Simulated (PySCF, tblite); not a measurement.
**C6H8GeN2: geometry, infrared bands and NMR shifts**

Aim: predict the infrared bands and NMR shifts of C6H8GeN2 (`C=Nc1cc[c]([GeH3])nc1`).

Programs: tblite 0.8.0 and PySCF 2.14.0, with density-fitted response routines of our own. Each step states its level of theory. These are calculated values for one molecule in the gas phase, unless marked as measured. Atoms are numbered from 0 throughout.

### 1 The starting structure

17 atoms, charge 0, multiplicity 1; geometry from: force field or distance geometry start.

Bonds of the start (Å): C0–N1 1.30, N1–C2 1.42, C2–C3 1.43, C3–C4 1.39, C4–C5 1.40, C5–Ge6 1.91, C5–N7 1.36, N7–C8 1.36, C8–C2 1.40, C0–H9 1.08, C0–H10 1.07, C3–H11 1.07, C4–H12 1.09, Ge6–H13 1.55, Ge6–H14 1.55, Ge6–H15 1.54, C8–H16 1.08.

### 2 Optimising the geometry with GFN2-xTB

Job settings and geometry (Å):

```
{"job": {"kind": "relax", "xc": "GFN2-xTB", "basis": "xTB"}, "charge": 0, "multiplicity": 1}
C      3.649200    -0.075900     0.546400
N      2.616800    -0.851800     0.716300
C      1.248500    -0.533400     0.501300
C      0.821300     0.653500    -0.165100
C     -0.540100     0.889900    -0.342300
C     -1.480500    -0.035800     0.110600
Ge    -3.349800     0.258100    -0.177200
N     -1.051400    -1.170000     0.727800
C      0.266300    -1.440600     0.924700
H      3.530600     0.949300     0.224400
H      4.632400    -0.444900     0.751500
H      1.525300     1.365700    -0.533700
H     -0.864800     1.793800    -0.847500
H     -3.650300     1.772600    -0.109400
H     -4.163500    -0.475100     0.924400
H     -3.748900    -0.290600    -1.556400
H      0.551800    -2.352800     1.420500
```

Started as:

```bash
$ OMP_NUM_THREADS=1 python probes_run.py task.json out
```

The driver reads the jobs from task.json and runs them one after another.

**Question.** This job is followed by: GFN2-xTB harmonic vibrations, gas phase; GIAO PBE0/pcSseg-1 NMR shielding, non-relativistic, gas phase. Predict these results of the whole session: strongest single infrared mode (GFN2-xTB); zero-point energy (GFN2-xTB); ¹³C shifts against TMS (PBE0/pcSseg-1); ¹H shifts against TMS (PBE0/pcSseg-1, means over atoms taken as alike); ¹⁵N shifts against NH3 (PBE0/pcSseg-1); ⁷³Ge shifts against GeMe4 (PBE0/pcSseg-1).

**Answer**, as computed:

```
                                                              quantity                                         value
                             strongest single infrared mode (GFN2-xTB)                          762 cm⁻¹, 532 km/mol
                                          zero-point energy (GFN2-xTB)                                 73.3 kcal/mol
                                ¹³C shifts against TMS (PBE0/pcSseg-1)  162.7, 156.7, 151.9, 149.1, 136.0, 125.0 ppm
¹H shifts against TMS (PBE0/pcSseg-1, means over atoms taken as alike)        8.79, 7.71, 7.70, 7.56, 6.91, 4.23 ppm
                                ¹⁵N shifts against NH3 (PBE0/pcSseg-1)                              411.2, 381.8 ppm
                             ⁷³Ge shifts against GeMe4 (PBE0/pcSseg-1)                                      -238 ppm
```

What this shows: Relaxing lowered the energy by 0.491 eV in 87 steps; the close pair that moved most is Ge6–H14, from 1.553 to 1.485 Å. The lowest mode is slightly imaginary (13i cm⁻¹), a soft motion within the noise of the Hessian, so the minimum is not strictly shown. The strongest single mode, at 762 cm⁻¹, is spread over several atoms, H14, H13, H15 among them. GFN2-xTB is a fitted tight-binding method: band positions and strengths are rough. Its intensities can rank the bands wrongly. NICS(1)zz of -27 ppm above the planar ring from C2 marks a diatropic (aromatic) ring current. Spin-orbit coupling is left out, which matters for shieldings and couplings at and beside the heavy atoms.
